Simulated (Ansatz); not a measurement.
# Cu16CO: the cost of one run

Computed with Ansatz 0.2.0 (DFT PBE, scalar-relativistic, plane waves, PAW, and further levels as typed in the inputs, unless a step's input says otherwise).

## (1) The structure to begin with

The structure is trigonal, space group P3m1 (No. 156). Conventional cell: a = 5.112 Å, b = 5.112 Å, c = 24.261 Å, α = 90.00°, β = 90.00°, γ = 120.00°. Around Cu (site symmetry 3m) lie 9 Cu at 2.56 Å. Cu (site symmetry m) is surrounded by 9 Cu at 2.56 Å. Cu (site symmetry m) is surrounded by 12 Cu at 2.56 Å. Cu (site symmetry 3m) has 12 Cu at 2.56 Å as nearest neighbours. Cu (site symmetry 3m) has 1 C at 1.88 Å as nearest neighbours. Only part of the 10 independent sites is listed.

As a file:

```cif
data_structure
_symmetry_space_group_name_H-M 'P 1'
_symmetry_Int_Tables_number 1
_cell_length_a 5.1124
_cell_length_b 5.1124
_cell_length_c 24.2614
_cell_angle_alpha 90.000
_cell_angle_beta 90.000
_cell_angle_gamma 60.000
_cell_volume 549.15
loop_
_atom_site_label
_atom_site_type_symbol
_atom_site_fract_x
_atom_site_fract_y
_atom_site_fract_z
_atom_site_occupancy
Cu1 Cu 0.00000 0.00000 0.37096 1
Cu2 Cu 0.50000 0.00000 0.37096 1
Cu3 Cu 0.00000 0.50000 0.37096 1
Cu4 Cu 0.50000 0.50000 0.37096 1
Cu5 Cu 0.16667 0.16667 0.45699 1
Cu6 Cu 0.66667 0.16667 0.45699 1
Cu7 Cu 0.16667 0.66667 0.45699 1
Cu8 Cu 0.66667 0.66667 0.45699 1
Cu9 Cu 0.83333 0.33333 0.54301 1
Cu10 Cu 0.33333 0.33333 0.54301 1
Cu11 Cu 0.83333 0.83333 0.54301 1
Cu12 Cu 0.33333 0.83333 0.54301 1
Cu13 Cu 0.00000 0.00000 0.62904 1
Cu14 Cu 0.50000 0.00000 0.62904 1
Cu15 Cu 0.00000 0.50000 0.62904 1
Cu16 Cu 0.50000 0.50000 0.62904 1
C1 C 0.00000 0.00000 0.70653 1
O1 O 0.00000 0.00000 0.75475 1
```

## (2) Relaxing the atoms: Cu16CO slab, no spin

File input.yaml:

```yaml
crystal:
  lattice:
    - [5.112382028, 0.0, 0.0]
    - [2.556191014, 4.4274527101, 0.0]
    - [0.0, 0.0, 24.2613636694]
  atoms:
    - { symbol: Cu, position: [0.0, 0.0, 0.3709601868] }
    - { symbol: Cu, position: [0.5, 0.0, 0.3709601868] }
    - { symbol: Cu, position: [0.0, 0.5, 0.3709601868] }
    - { symbol: Cu, position: [0.5, 0.5, 0.3709601868] }
    - { symbol: Cu, position: [0.1666666667, 0.1666666667, 0.4569867289] }
    - { symbol: Cu, position: [0.6666666667, 0.1666666667, 0.4569867289] }
    - { symbol: Cu, position: [0.1666666667, 0.6666666667, 0.4569867289] }
    - { symbol: Cu, position: [0.6666666667, 0.6666666667, 0.4569867289] }
    - { symbol: Cu, position: [-0.1666666667, 0.3333333333, 0.5430132711] }
    - { symbol: Cu, position: [0.3333333333, 0.3333333333, 0.5430132711] }
    - { symbol: Cu, position: [-0.1666666667, 0.8333333333, 0.5430132711] }
    - { symbol: Cu, position: [0.3333333333, 0.8333333333, 0.5430132711] }
    - { symbol: Cu, position: [0.0, 0.0, 0.6290398132] }
    - { symbol: Cu, position: [0.5, 0.0, 0.6290398132] }
    - { symbol: Cu, position: [0.0, 0.5, 0.6290398132] }
    - { symbol: Cu, position: [0.5, 0.5, 0.6290398132] }
    - { symbol: C, position: [0.0, 0.0, 0.7065292744] }
    - { symbol: O, position: [0.0, 0.0, 0.7547540987] }
scf:
  occupations: { method: gaussian, width: 0.1 }
output:
  forces: true
  write_density: true
  write_potential: true
  elf: true
  volumetric_format: npy
hamiltonian:
  xc: pbe
kpoints:
  mp_grid: { grid: [6, 6, 1] }
efield:
  axis: 3
  dipole_correction: true
relax:
  f_tol: 0.01
  max_steps: 80
  constraints: [{ sites: [0, 1, 2, 3, 4, 5, 6, 7] }]
```

Started as:

```sh
ansatz run input.yaml --threads 8 --pin off --max-ram 12288MiB --backend cpu --events-out ev --progress --plain --runs-dir out
```

What time and memory should one allow on 8 threads of Arm Neoverse V1, shared host?

About 67 s, with a peak of 3.9 GiB.
